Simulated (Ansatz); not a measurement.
# Ge2Sb2Te5: the cost of one run

Computed with Ansatz 0.2.0 (DFT PBE+D3(BJ), scalar-relativistic, plane waves, PAW, unless a step's input says otherwise).

## (1) The system as given

Symmetry: P-3m1, No. 164, trigonal system. The conventional cell has a = 4.265 Å, b = 4.265 Å, c = 17.999 Å, α = 90.00°, β = 90.00°, γ = 120.00°. Ge (site symmetry 3m) has 3 Te at 2.84 Å in its first shell of neighbours. Around Sb (site symmetry 3m) lie 6 Te at 3.02 to 3.19 Å. Around Te (site symmetry -3m) lie 6 Sb at 3.19 Å. Te (site symmetry 3m) has 3 Sb at 3.02 Å and 3 Te at 3.30 Å in its first shell of neighbours. Around Te (site symmetry 3m) lie 3 Ge at 2.84 Å.

Coordinates:

```xyz
9
Lattice="4.2648 0.0000 0.0000 -2.1324 3.6935 0.0000 0.0000 0.0000 17.9991" Properties=species:S:1:pos:R:3 pbc="T T T"
Ge    0.0000    2.4623    7.3984
Ge    2.1324    1.2312   10.6007
Sb    0.0000    2.4623    2.0277
Sb    2.1324    1.2312   15.9714
Te    0.0000    0.0000    0.0000
Te    0.0000    2.4623   14.2212
Te    2.1324    1.2312    3.7779
Te    0.0000    0.0000    5.9802
Te    0.0000    0.0000   12.0189
```

## (2) Relaxing cell and atoms: Ge2Sb2Te5, no spin

Input file input.yaml:

```yaml
crystal:
  lattice:
    - [4.2648321257, 0.0, 0.0]
    - [-2.1324160628, 3.6934529637, 0.0]
    - [0.0, 0.0, 17.999105]
  atoms:
    - { symbol: Ge, position: [0.33333333, 0.66666667, 0.411045] }
    - { symbol: Ge, position: [0.66666667, 0.33333333, 0.588955] }
    - { symbol: Sb, position: [0.33333333, 0.66666667, 0.112658] }
    - { symbol: Sb, position: [0.66666667, 0.33333333, 0.887342] }
    - { symbol: Te, position: [0.0, 0.0, 0.0] }
    - { symbol: Te, position: [0.33333333, 0.66666667, 0.790108] }
    - { symbol: Te, position: [0.66666667, 0.33333333, 0.209892] }
    - { symbol: Te, position: [0.0, 0.0, 0.332252] }
    - { symbol: Te, position: [0.0, 0.0, 0.667748] }
scf:
  occupations: { method: gaussian, width: 0.05 }
output:
  forces: true
  stress: true
hamiltonian:
  xc: pbe
  dispersion: d3bj
kpoints:
  mp_grid: { grid: [10, 10, 2] }
relax:
  f_tol: 0.002
  cell: { stress_tol: 0.02 }
```

On the command line:

```sh
ansatz run input.yaml --threads 4 --pin off --max-ram 8192MiB --backend cpu --events-out ev --progress --plain --runs-dir out
```

**Question.** How long does this run take on 4 threads of Intel Xeon at 2.30GHz, shared host, and how much memory does it need?

About 64 s, with a peak of 1.2 GiB.
